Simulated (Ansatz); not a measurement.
# Ca2CuO3: the cost of one run

Computed with Ansatz 0.2.0 (DFT LDA+U (U = 7 eV, J = 0.7 eV on Cu d), plane waves, PAW, unless a step's input says otherwise).

2 further runs of the same task are left out: 2 that didn't finish.

### 1 The starting structure

Symmetry: Immm, No. 71, orthorhombic system. Conventional cell: a = 3.259 Å, b = 3.779 Å, c = 12.239 Å, α = 90.00°, β = 90.00°, γ = 90.00°. Ca (site symmetry mm2) is surrounded by 7 O at 2.33 to 2.50 Å. Cu (site symmetry mmm) is surrounded by 4 O at 1.89 to 1.96 Å. O (site symmetry mm2) has 1 Cu at 1.96 Å and 5 Ca at 2.33 to 2.50 Å as nearest neighbours. Around O (site symmetry mmm) lie 2 Cu at 1.89 Å and 4 Ca at 2.45 Å.

Structure file:

```cif
data_structure
_symmetry_space_group_name_H-M 'Immm'
_symmetry_Int_Tables_number 71
_cell_length_a 3.2590
_cell_length_b 3.7790
_cell_length_c 12.2390
_cell_angle_alpha 90.000
_cell_angle_beta 90.000
_cell_angle_gamma 90.000
_cell_volume 150.73
loop_
_atom_site_label
_atom_site_type_symbol
_atom_site_symmetry_multiplicity
_atom_site_Wyckoff_symbol
_atom_site_fract_x
_atom_site_fract_y
_atom_site_fract_z
_atom_site_occupancy
Ca1 Ca 4 j 0.50000 0.00000 0.85000 1
Cu1 Cu 2 d 0.00000 0.50000 0.00000 1
O1 O 4 j 0.50000 0.00000 0.66000 1
O2 O 2 a 0.00000 0.00000 0.00000 1
```

An earlier series on this cell reached its lowest free state from «ferromagnetic start, free, symmetry kept, no search», perhaps among other starts.

### 2 Total moment locked, 0.50 μB per cell

input.yaml reads:

```yaml
crystal:
  lattice:
    - [-1.6295, 1.8895, 6.11950002]
    - [1.6295, -1.8895, 6.11950002]
    - [1.6295, 1.8895, -6.11950002]
  atoms:
    - { symbol: Ca, position: [0.85, 0.35, 0.5] }
    - { symbol: Ca, position: [0.15, 0.65, 0.5] }
    - { symbol: Cu, position: [0.5, 0.0, 0.5], spin: 0.5 }
    - { symbol: O, position: [0.66, 0.16, 0.5] }
    - { symbol: O, position: [0.34, 0.84, 0.5] }
    - { symbol: O, position: [0.0, 0.0, 0.0] }
basis:
  ecutwfc: 420
  ecutrho_ratio: 4
kpoints:
  mp_grid: { grid: [8, 8, 8] }
hamiltonian:
  xc: lda
  hubbard: { sites: [{ site: 2, l: d, u: 7.0, j: 0.7 }] }
scf:
  occupations: { method: gaussian, width: 0.05 }
  lower_state_search: "off"
  max_iter: 150
output:
  forces: true
  stress: true
  eigenvalues: true
  populations: true
  hubbard: { sites: [{ site: 2, l: d }] }
magnetization:
  spin_polarized: true
  initial_magnetization: 0.5
  spin_locking: { lock_magnetization: hard }
```

The lock stays on to the end, so the result is a constrained state.

The run is started by

```bash
$ ansatz run input.yaml --threads 4 --pin off --max-ram 6144MiB --backend cpu --events-out ev --progress --plain --runs-dir out
```

Q: Estimate wall time and peak memory on 4 threads of Intel Xeon Platinum 8488C (Sapphire Rapids), shared host.

About 14 s, with a peak of 0.81 GiB.
